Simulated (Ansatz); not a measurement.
# CH₂Ga (doublet): the correlation ladder at a displaced geometry (v1), cc-pVDZ

Aim: climb from Hartree-Fock through coupled cluster and multireference methods for CH₂Ga (doublet) at one geometry and basis, and see what each rung misses.

Program: Ansatz 0.2.0, Gaussian basis. Level of theory: cc-pVDZ, core rule «outside noble gas», up to 15 orbitals frozen. These are calculated values, not measurements.

To be run: UHF; CCSD(T) on ROHF; CCSD(T) on UHF; BCCD(T) on ROHF; CISD; CCSDT(Q) on ROHF; CCSDT(Q) on UHF; CASSCF and MRCISD+Q, 9 electrons in 10 orbitals; CASSCF and NEVPT2, 9 electrons in 10 orbitals.

26 further runs of the same task are left out: 4 for a known fault of the program, 8 that didn't finish, 14 set aside as unsound or not needed.

## 1. The system

The geometry is a PBE0/def2-TZVP stationary point (not a proven minimum) with its atoms shifted at random (size 0.040 Å). No spin-orbit coupling is included. The filled d shell of Ga may be among the frozen orbitals whatever the setting's name suggests; the logs give the count.

4 atoms, charge 0, spin multiplicity 2.

Atoms are counted from 1 here; the program's logs count them from 0.

Bond lengths: C1–Ga2 2.026 Å, C1–H3 1.029 Å, C1–H4 1.066 Å. Angles: Ga2–C1–H3 123.1°, Ga2–C1–H4 124.6°, H3–C1–H4 112.3°.

## 2. UHF

File in.yaml:

```yaml
crystal:
  periodic: [false, false, false]
  atoms:
    - {symbol: C, position_ang: [0.000796, 0.013156, 1.672686]}
    - {symbol: Ga, position_ang: [-0.000037, -0.002987, -0.353370]}
    - {symbol: H, position_ang: [0.047927, -0.843386, 2.241117]}
    - {symbol: H, position_ang: [-0.054850, 0.893219, 2.270920]}
basis:
  gaussian: {orbitals: cc-pVDZ}
magnetization: {spin_polarized: true, initial_magnetization: 1}
hamiltonian: {xc: hf}
output: {orbitals: {seedname: orbitals}}
```

The run is started by

```sh
ansatz run in.yaml --threads 1 --pin off --events-out ev --progress --plain --max-ram 2393MiB
```

After this run come: CCSD(T) on ROHF; CCSD(T) on UHF; BCCD(T) on ROHF; CISD; CCSDT(Q) on ROHF; CCSDT(Q) on UHF; CASSCF and MRCISD+Q, 9 electrons in 10 orbitals; CASSCF and NEVPT2, 9 electrons in 10 orbitals.

Before running them: what should the planned runs give, taken together? Wanted: UCCSDT(Q) below the RHF energy; RMP2 from UCCSDT(Q); UMP2 from UCCSDT(Q); RCCSD from UCCSDT(Q); RCCSD(T) from UCCSDT(Q); UCCSD(T) from UCCSDT(Q); RCCSDT(Q) from UCCSDT(Q); NEVPT2 valence from UCCSDT(Q); MRCISD+Q valence from UCCSDT(Q).

**Answer**, as computed:

```
                         quantity                                                                     value
   UCCSDT(Q) below the RHF energy                                                                -5.4407 eV
              RMP2 from UCCSDT(Q)                                                           +23.26 kcal/mol
              UMP2 from UCCSDT(Q)                                                           +23.38 kcal/mol
             RCCSD from UCCSDT(Q)                                                            +3.63 kcal/mol
          RCCSD(T) from UCCSDT(Q)                                                            +0.70 kcal/mol
          UCCSD(T) from UCCSDT(Q)                                                            +0.69 kcal/mol
         RCCSDT(Q) from UCCSDT(Q)                                                            +0.02 kcal/mol
    NEVPT2 valence from UCCSDT(Q)                                                           +17.46 kcal/mol
  MRCISD+Q valence from UCCSDT(Q)                                                            +0.24 kcal/mol
levels within 1 kcal/mol (43 meV)  RCCSD(T), UCCSD(T), BCCD(T), RCCSDT, UCCSDT, RCCSDT(Q), MRCISD+Q valence
                    T1 diagnostic                                                                     0.017
   effectively unpaired electrons                                                                      1.06
```

In words: RCCSD(T) misses by +0.70 kcal/mol, 0.6 % of the correlation energy. One determinant dominates. Of the multireference levels listed MRCISD+Q valence comes nearest in total energy (+0.24 kcal/mol), which doesn't show that its space is the better one. These misses are within one basis, not against nature; the frozen cores of restricted and unrestricted runs differ, which can shift their rows.
